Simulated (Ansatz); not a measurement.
Working through a test of the smearing width of WC, space group Fm-3m

Computed with Ansatz 0.2.0 through its Python package.

Notebook, run cell by cell (the value of a cell's last expression is shown):

In [1]:
```python
import ansatz as az
import matplotlib.pyplot as plt
```

In [2]:
```python
KMESH = (7, 7, 7)
BETA = 0.5
FUNCTIONAL = "pbesol"
```

In [3]:
```python
structure = (
    az.Lattice.from_parameters(3.100923, 3.100923, 3.100923, alpha=60.0, beta=60.0, gamma=60.0)
    .atom("W", [0.0, 0.0, 0.0])
    .atom("C", [0.5, 0.5, 0.5])
)

structure.resolved().tree()["lattice"]
```
Out [3]:
```text
((3.100923, 0.0, 0.0), (1.5504615000000004, 2.6854780931794524, 0.0),
 (1.5504615000000004, 0.8951593643931509, 2.5318930272201468))
```

In [4]:
```python
base = (
    structure.calculation()
    .scf(lower_state_search="off", self_checks="low")
    .pseudopotentials("nc")
    .kpoints(mesh=KMESH)
    .mixing("msr1", beta=BETA)
    .functional(FUNCTIONAL)
)

rows = []
for value in [0.5, 0.3, 0.2, 0.1]:
    report = base.occupations("gaussian", width=value).run(threads=1).report
    rows.append((value, report["free_energy_ev"] / len(report["lattice"]["sites"]), report["n_iterations"], report["n_kpoints"]))
```
```text
DeckWarning: basis.ecutwfc = 1115.666836 eV, auto-derived from the records' recommended cutoffs: set by C (normal level)
```

In [5]:
```python
print("  width (eV)   F/atom (eV)    iterations      k-points")
for row in rows:
    print(f"{str(row[0]):>12s}  {row[1]:12.5f}  {row[2]:12d}  {row[3]:12d}")
```
```text
  width (eV)   F/atom (eV)    iterations      k-points
         0.5   -1113.25853             7            20
         0.3   -1113.24072             7            20
         0.2   -1113.23510             7            20
         0.1   -1113.23229             8            20
```

In [6]:
```python
# the last row is the reference
for row in rows[:-1]:
    shift = 1000 * (row[1] - rows[-1][1])
    print(f"{row[0]}: {shift:+.2f} meV/atom" + ("  (within 2 meV)" if abs(shift) < 2 else ""))
plt.figure(figsize=(4.5, 3))
plt.plot([str(row[0]) for row in rows], [1000 * (row[1] - rows[-1][1]) for row in rows], "o-")
plt.xlabel("width (eV)")
plt.ylabel("F - F(last) (meV/atom)")
plt.tight_layout()
plt.savefig("smear.png", dpi=100)
```
```text
0.5: -26.24 meV/atom
0.3: -8.43 meV/atom
0.2: -2.81 meV/atom
```

Going from 0.1 to 0.5 eV changes F by -26.2 meV an atom. With this scheme F falls roughly as the square of the width; the report's estimate for zero width (energy_sigma0_ev) moves by only +1.1 meV.

Spin is left out of this run. The mesh is modest for a metal, so energies can be off by several to tens of meV an atom and pressures by half a GPa or more; differences at equal mesh fare better. The free energy holds a sizeable smearing term, which stands for no physical temperature. The narrowest width needs the finest mesh, so the last row is no converged reference. Spin-orbit coupling, which matters for elements this heavy, is left out. The structure comes from a database of computed cells and needn't be a stable or known phase. Warnings are shown shortened and without file and line. Run time: 4 s on 1 thread of Intel(R) Xeon(R) 6975P-C (Granite Rapids) (shared host), peak memory 0.39 GiB.

(Lines on the test bed's own set-up are left out of the output.)
